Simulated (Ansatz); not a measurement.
# FGeH5Si: vertical ionisation energy

Aim: the vertical ionisation energy of FGeH5Si, as cation minus neutral at the neutral's geometry, on several levels, and how well −ε(HOMO) stands in for it.

Method: unrestricted cation, the program's frozen cores in correlated methods; program: Ansatz 0.2.0, Gaussian basis.

Levels to be run: UKS PBE-D4/def2-TZVPP; UKS r2SCAN-D4/def2-TZVPP; UKS PBE0-D4/def2-TZVPP; UKS B3LYP-D4/def2-TZVPP; UKS wB97X-V/def2-TZVPP; UKS wB97M-V/def2-TZVPP; UKS B2PLYP/def2-TZVPP; UHF-CCSD(T)/def2-TZVPP; UHF-MP2/def2-QZVPP; extrapolation to the limit; then −ε(HOMO) from the neutral's earlier runs with LDA (SPW92), PBE-D4, revPBE-D4, BLYP-D4, r2SCAN-D4, B97M-V, PBE0-D4, B3LYP-D4, r2SCANh-D4, r2SCAN0-D4, HSE06-D4, BHLYP-D4, CAM-B3LYP-D4, LC-ωPBE, ωB97X-V, ωB97M-V.

## 1. Structure used throughout

An earlier PBE0-D4 in a triple-zeta def2 set relaxation fixed the geometry.

SMILES `[F][GeH2][SiH3]`, 8 atoms, charge 0, spin multiplicity 1.

Atoms are counted from 1 here; the program's logs count them from 0.

Bond lengths: F1–Ge2 1.751 Å, Ge2–Si3 2.385 Å, Ge2–H4 1.539 Å, Ge2–H5 1.539 Å, Si3–H6 1.484 Å, Si3–H7 1.487 Å, Si3–H8 1.484 Å. Angles: F1–Ge2–Si3 106.5°, F1–Ge2–H4 105.4°, F1–Ge2–H5 105.4°, Si3–Ge2–H4 114.2°, Si3–Ge2–H5 114.3°, H4–Ge2–H5 110.1°, Ge2–Si3–H6 109.6°, Ge2–Si3–H7 108.6°, Ge2–Si3–H8 109.6°, H6–Si3–H7 109.5°, H6–Si3–H8 110.0°, H7–Si3–H8 109.5°.

## 2. Cation, UKS PBE-D4/def2-TZVPP

File in.yaml:

```yaml
crystal:
  periodic: [false, false, false]
  atoms:
    - {symbol: F, position_ang: [-2.004373, 1.117371, -0.231059]}
    - {symbol: Ge, position_ang: [-0.457342, 0.603470, -0.870639]}
    - {symbol: Si, position_ang: [0.596014, -0.672235, 0.846599]}
    - {symbol: H, position_ang: [-0.786703, -0.198712, -2.142386]}
    - {symbol: H, position_ang: [0.284002, 1.901037, -1.239474]}
    - {symbol: H, position_ang: [0.791964, 0.176125, 2.048854]}
    - {symbol: H, position_ang: [1.916964, -1.138618, 0.347730]}
    - {symbol: H, position_ang: [-0.248228, -1.845437, 1.184776]}
basis:
  gaussian: {orbitals: def2-TZVPP}
total_charge: 1
magnetization: {spin_polarized: true, initial_magnetization: 1}
hamiltonian: {xc: pbe, dispersion: d4}
```

Launch:

```console
> ansatz run in.yaml --threads 2 --pin off --events-out ev --progress --plain --max-ram 32768MiB --backend cpu
```

After this run come: Cation, UKS r2SCAN-D4/def2-TZVPP; Cation, UKS PBE0-D4/def2-TZVPP; Cation, UKS B3LYP-D4/def2-TZVPP; Cation, UKS wB97X-V/def2-TZVPP; Cation, UKS wB97M-V/def2-TZVPP; Cation, UKS B2PLYP (frozen core)/def2-TZVPP; Cation, UHF-CCSD(T)/def2-TZVPP; Cation, UHF-MP2/def2-QZVPP.

Before running them: what should the planned runs give, taken together? Wanted: ionisation energy, CCSD(T)/CBS; nearest functional by difference; nearest −ε(HOMO); −ε(HOMO) of PBE; T1 of the cation.

**Answer**, as computed:

| quantity | value |
| --- | --- |
| ionisation energy, CCSD(T)/CBS | 10.88 eV |
| nearest functional by difference | ωB97X-V (-0.18 eV) |
| nearest −ε(HOMO) | LC-ωPBE (+0.15 eV) |
| −ε(HOMO) of PBE | 7.23 eV |
| T1 of the cation | 0.020 |

**Reading.** By cation minus neutral, the functionals miss by 0.60 eV at most. −ε(HOMO) of PBE misses by 3.7 eV, since self-interaction lifts the level. Among orbital estimates LC-ωPBE comes nearest. Hartree-Fock falls 0.74 eV short, as the neutral has more correlation energy than the cation. Correlated methods include outer-core shells of Ge, which these sets cover unevenly. With outer-core shells in play the reference is unsure by up to some tenths of an eV, so close misses can't be ranked.
